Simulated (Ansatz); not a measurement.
# Si5O: the cost of one run

Method: DFT PBE, scalar-relativistic, plane waves, PAW, in Ansatz 0.2.0.

2 further runs of the same task are left out: 1 that didn't finish, 1 set aside as unsound or not needed.

## (1) The structure to begin with

Symmetry: P-62m, No. 189, hexagonal system. Conventional cell: a = 4.683 Å, b = 4.683 Å, c = 4.909 Å, α = 90.00°, β = 90.00°, γ = 120.00°. Around Si (site symmetry m2m) lie 1 O at 1.44 Å and 2 Si at 1.63 Å. Si (site symmetry -6) has 3 Si at 1.63 Å in its first shell of neighbours. Around O (site symmetry -62m) lie 3 Si at 1.44 Å.

As a file:

```
Si O
1.0
     4.68280    0.00000    0.00000
    -2.34140    4.05543    0.00000
     0.00000    0.00000    4.90936
Si O
5 1
Direct
  0.69290 0.00000 0.00000
  0.00000 0.69290 0.00000
  0.30710 0.30710 0.00000
  0.33333 0.66667 0.00000
  0.66667 0.33333 0.00000
  0.00000 0.00000 0.00000
```

A structure generator made this guess: random cell by space group and Wyckoff sites (P-62m, No. 189). The dimensions are guesses.

## (2) A first look at the guess

Input file input.yaml:

```yaml
crystal:
  lattice:
    - [4.68280334, 0.0, 0.0]
    - [-2.34140167, 4.05542666, 0.0]
    - [0.0, 0.0, 4.90936027]
  atoms:
    - { symbol: Si, position: [0.69290314, 0.0, 0.0] }
    - { symbol: Si, position: [0.0, 0.69290314, 0.0] }
    - { symbol: Si, position: [0.30709686, 0.30709686, 0.0] }
    - { symbol: Si, position: [0.33333333, 0.66666667, 0.0] }
    - { symbol: Si, position: [0.66666667, 0.33333333, 0.0] }
    - { symbol: O, position: [0.0, 0.0, 0.0] }
basis:
  ecutwfc: 420
kpoints:
  mp_grid: { grid: [6, 6, 4] }
hamiltonian:
  xc: pbe
scf:
  occupations: { method: gaussian, width: 0.1 }
  lower_state_search: "off"
output:
  forces: true
  stress: true
  eigenvalues: true
```

Launch:

```console
$ ansatz run input.yaml --threads 1 --pin off --max-ram 2560MiB --backend cpu --events-out ev --progress --plain --runs-dir out
```

**Question.** How long does this run take on 1 thread of Intel Xeon at 2.50GHz (Skylake/Cascade Lake), shared host, and how much memory does it need?

About 5.8 s, with a peak of 0.32 GiB.
